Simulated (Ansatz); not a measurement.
**InF₃: basis-set convergence**

One table from this session's results is given with a row withheld; the runs are named, their logs left out.

Method: one geometry, several basis sets; program: Ansatz 0.2.0, Gaussian basis.

Plan: PBE0-D4/def2-SVP; ωB97M-V/def2-SVP; PBE0-D4/def2-QZVPP; ωB97M-V/def2-QZVPP; the functionals' def2-TZVPP values are taken from earlier runs.

### Structure used throughout

An earlier PBE0-D4 in a triple-zeta def2 set relaxation fixed the geometry. In takes the def2 core potential; no spin-orbit term is included.

SMILES `[F][In]([F])[F]`, 4 atoms, charge 0, spin multiplicity 1.

Atoms are counted from 1 here; the program's logs count them from 0.

Bond lengths: F1–In2 1.918 Å, In2–F3 1.918 Å, In2–F4 1.918 Å. Angles: F1–In2–F3 120.0°, F1–In2–F4 120.0°, F3–In2–F4 120.0°.

The first run:

in.yaml

```yaml
crystal:
  periodic: [false, false, false]
  atoms:
    - {symbol: F, position_ang: [-1.305657, -0.375485, 1.339823]}
    - {symbol: In, position_ang: [0.013932, -0.015074, -0.005127]}
    - {symbol: F, position_ang: [1.768078, -0.777134, 0.143748]}
    - {symbol: F, position_ang: [-0.420952, 1.107392, -1.498744]}
basis:
  gaussian: {orbitals: def2-SVP}
hamiltonian: {xc: pbe0, dispersion: d4}
output: {orbitals: {seedname: orbitals}}
```

Among the steps run: PBE0-D4 in def2-SVP; ωB97M-V in def2-SVP; PBE0-D4 in def2-QZVPP; ωB97M-V in def2-QZVPP.

One of the session's tables, all rows but one given; the rest of the session is left out.

It belongs to the step «Density functionals: the series». 

```
functional       basis  HOMO (eV)  LUMO (eV)
   PBE0-D4    def2-SVP     -10.86      -3.23
   PBE0-D4  def2-TZVPP     -11.14      -3.42
   PBE0-D4  def2-QZVPP     -11.18      -3.45
   ωB97M-V    def2-SVP     -13.30      -1.12
   ωB97M-V  def2-TZVPP          ?          ?
   ωB97M-V  def2-QZVPP     -13.68      -1.50
```

Q: Estimate the row for ωB97M-V, def2-TZVPP from the others.

As computed: HOMO (eV): -13.63; LUMO (eV): -1.37. In the column «HOMO (eV)» it lies between ωB97M-V, def2-QZVPP (-13.68) and ωB97M-V, def2-SVP (-13.30).
